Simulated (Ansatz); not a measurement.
# CH7B2N: up Jacob's ladder to CCSD(T)

An exercise on one series of results from a longer session: the logs are not shown, and one member is left open.

The runs use Ansatz 0.2.0, Gaussian basis; functionals in def2-TZVPP, the program's frozen cores in correlated methods.

Levels to be run: LDA (SPW92), PBE-D4, revPBE-D4, BLYP-D4, r2SCAN-D4, B97M-V, PBE0-D4, B3LYP-D4, r2SCANh-D4, r2SCAN0-D4, HSE06-D4, BHLYP-D4, CAM-B3LYP-D4, LC-ωPBE, ωB97X-V, ωB97M-V, B2PLYP, PBE-QIDH; CCSD(T)/def2-SVP; CCSD(T)/def2-TZVPP; MP2/def2-QZVPP; extrapolation to the limit; RPA on PBE.

## The relaxed structure

All runs share one geometry, relaxed beforehand with PBE0-D4 in a triple-zeta def2 set.

SMILES `BCBN`, 11 atoms, charge 0, spin multiplicity 1.

Atoms are counted from 1 here; the program's logs count them from 0.

Bond lengths: B1–C2 1.539 Å, B1–H5 1.200 Å, B1–H6 1.199 Å, C2–B3 1.588 Å, C2–H7 1.093 Å, C2–H8 1.095 Å, B3–N4 1.390 Å, B3–H9 1.198 Å, N4–H10 1.005 Å, N4–H11 1.007 Å. Angles: C2–B1–H5 120.9°, C2–B1–H6 120.8°, H5–B1–H6 118.1°, B1–C2–B3 103.0°, B1–C2–H7 113.8°, B1–C2–H8 111.8°, B3–C2–H7 110.4°, B3–C2–H8 106.0°, H7–C2–H8 111.2°, C2–B3–N4 121.1°, C2–B3–H9 121.2°, N4–B3–H9 117.7°, B3–N4–H10 122.9°, B3–N4–H11 123.4°, H10–N4–H11 113.7°.

The first run:

Input file in.yaml:

```yaml
crystal:
  periodic: [false, false, false]
  atoms:
    - {symbol: B, position_ang: [-0.946451, 1.349166, 0.058867]}
    - {symbol: C, position_ang: [-0.443196, 0.142331, 0.871289]}
    - {symbol: B, position_ang: [0.061026, -0.859902, -0.252721]}
    - {symbol: N, position_ang: [1.397953, -0.901524, -0.631760]}
    - {symbol: H, position_ang: [-0.250549, 2.311409, -0.110926]}
    - {symbol: H, position_ang: [-2.015741, 1.322895, -0.482636]}
    - {symbol: H, position_ang: [0.370411, 0.382422, 1.560058]}
    - {symbol: H, position_ang: [-1.260823, -0.369945, 1.388176]}
    - {symbol: H, position_ang: [-0.702153, -1.586991, -0.822956]}
    - {symbol: H, position_ang: [1.746366, -1.527078, -1.337336]}
    - {symbol: H, position_ang: [2.108557, -0.319784, -0.219455]}
basis:
  gaussian: {orbitals: def2-TZVPP}
hamiltonian: {xc: lda}
output: {orbitals: {seedname: orbitals}}
```

Launch:

```sh
ansatz run in.yaml --threads 2 --pin off --events-out ev --progress --plain --max-ram 4352MiB
```

Steps of the session up to this table: LDA; PBE-D4 (GGA); revPBE-D4 (GGA); BLYP-D4 (GGA); r2SCAN-D4 (meta-GGA); B97M-V (meta-GGA); PBE0-D4 (hybrid); B3LYP-D4 (hybrid); r2SCANh-D4 (hybrid); r2SCAN0-D4 (hybrid); HSE06-D4 (hybrid); BHLYP-D4 (hybrid); CAM-B3LYP-D4 (range-separated); LC-ωPBE (range-separated); ωB97X-V (range-separated); ωB97M-V (range-separated); B2PLYP (double hybrid); PBE-QIDH (double hybrid).

One of the session's tables, all rows but one given; the rest of the session is left out.

It belongs to the step «Orbital energies across the functionals». 

| functional | HOMO (eV) | gap (eV) |
| --- | --- | --- |
| LDA (SPW92) | -7.17 | 4.70 |
| PBE-D4 | -7.03 | 4.84 |
| revPBE-D4 | -6.97 | 4.89 |
| BLYP-D4 | -6.90 | 4.87 |
| r2SCAN-D4 | -7.28 | 5.43 |
| B97M-V | -7.38 | 5.45 |
| PBE0-D4 | -8.35 | 7.13 |
| B3LYP-D4 | -8.12 | 6.69 |
| r2SCANh-D4 | -7.78 | 6.27 |
| r2SCAN0-D4 | -8.53 | 7.51 |
| HSE06-D4 | ? | ? |
| BHLYP-D4 | -9.59 | 9.40 |
| CAM-B3LYP-D4 | -9.77 | 9.64 |
| LC-ωPBE | -11.17 | 12.23 |
| ωB97X-V | -10.78 | 11.74 |
| ωB97M-V | -10.68 | 11.39 |

Estimate the missing values for HSE06-D4.

**Answer.** HOMO (eV): -7.94; gap (eV): 6.34. In the column «HOMO (eV)» it lies between B3LYP-D4 (-8.12) and r2SCANh-D4 (-7.78).
